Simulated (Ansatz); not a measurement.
# CH₄Cl₂SeSi: a ladder of functionals and wavefunction methods

An exercise on one series of results from a longer session: the logs are not shown, and one member is left open.

Method: functionals in def2-TZVPP, the program's frozen cores in correlated methods; program: Ansatz 0.2.0, Gaussian basis.

The runs, in order: LDA (SPW92), PBE-D4, revPBE-D4, BLYP-D4, r2SCAN-D4, B97M-V, PBE0-D4, B3LYP-D4, r2SCANh-D4, r2SCAN0-D4, HSE06-D4, BHLYP-D4, CAM-B3LYP-D4, LC-ωPBE, ωB97X-V, ωB97M-V, B2PLYP, PBE-QIDH; CCSD(T)/def2-SVP; CCSD(T)/def2-TZVPP; MP2/def2-QZVPP; extrapolation to the limit; RPA on PBE.

## The geometry

All runs share one geometry, relaxed beforehand with PBE0-D4 in a triple-zeta def2 set.

SMILES `C[Se][SiH](Cl)Cl`, 9 atoms, charge 0, spin multiplicity 1.

Atoms are counted from 1 here; the program's logs count them from 0.

Bond lengths: C1–Se2 1.960 Å, C1–H6 1.087 Å, C1–H7 1.088 Å, C1–H8 1.088 Å, Se2–Si3 2.244 Å, Si3–Cl4 2.049 Å, Si3–Cl5 2.039 Å, Si3–H9 1.477 Å. Angles: Se2–C1–H6 110.0°, Se2–C1–H7 105.9°, Se2–C1–H8 110.5°, H6–C1–H7 109.9°, H6–C1–H8 111.0°, H7–C1–H8 109.5°, C1–Se2–Si3 95.8°, Se2–Si3–Cl4 111.7°, Se2–Si3–Cl5 107.1°, Se2–Si3–H9 113.2°, Cl4–Si3–Cl5 109.9°, Cl4–Si3–H9 105.9°, Cl5–Si3–H9 109.0°.

Set-up of the first run:

The input, in.yaml:

```yaml
crystal:
  periodic: [false, false, false]
  atoms:
    - {symbol: C, position_ang: [-1.531080, -0.502960, -0.281865]}
    - {symbol: Se, position_ang: [0.181542, -1.446617, -0.147257]}
    - {symbol: Si, position_ang: [1.402745, 0.370775, 0.343399]}
    - {symbol: Cl, position_ang: [1.237598, 1.810280, -1.105973]}
    - {symbol: Cl, position_ang: [3.343335, -0.234324, 0.501248]}
    - {symbol: H, position_ang: [-1.493525, 0.220547, -1.092884]}
    - {symbol: H, position_ang: [-2.274917, -1.266575, -0.501071]}
    - {symbol: H, position_ang: [-1.774535, -0.018074, 0.661194]}
    - {symbol: H, position_ang: [0.997437, 1.020748, 1.606112]}
basis:
  gaussian: {orbitals: def2-TZVPP}
hamiltonian: {xc: lda}
output: {orbitals: {seedname: orbitals}}
```

Among the steps run: LDA; PBE-D4 (GGA); revPBE-D4 (GGA); BLYP-D4 (GGA); r2SCAN-D4 (meta-GGA); B97M-V (meta-GGA); PBE0-D4 (hybrid); B3LYP-D4 (hybrid); r2SCANh-D4 (hybrid); r2SCAN0-D4 (hybrid); HSE06-D4 (hybrid); BHLYP-D4 (hybrid); CAM-B3LYP-D4 (range-separated); LC-ωPBE (range-separated); ωB97X-V (range-separated); ωB97M-V (range-separated); B2PLYP (double hybrid); PBE-QIDH (double hybrid).

One table of the session follows, with a row left open; its other results are not shown here.

It belongs to the step «Orbital energies across the functionals». 

```
  functional  HOMO (eV)  gap (eV)
 LDA (SPW92)      -6.08      4.40
      PBE-D4      -5.94      4.49
   revPBE-D4      -5.89      4.53
     BLYP-D4      -5.77      4.45
   r2SCAN-D4      -6.21      5.01
      B97M-V      -6.30      5.07
     PBE0-D4      -7.10      6.51
    B3LYP-D4      -6.85      6.06
  r2SCANh-D4      -6.63      5.74
  r2SCAN0-D4      -7.27      6.83
    HSE06-D4      -6.70      5.73
    BHLYP-D4      -8.09      8.43
CAM-B3LYP-D4      -8.37      8.83
     LC-ωPBE      -9.74     11.35
     ωB97X-V      -9.39     10.88
     ωB97M-V          ?         ?
```

Q: Estimate the row for ωB97M-V from the others.

**Answer.** HOMO (eV): -9.25; gap (eV): 10.51. In the column «HOMO (eV)» it lies between ωB97X-V (-9.39) and CAM-B3LYP-D4 (-8.37).
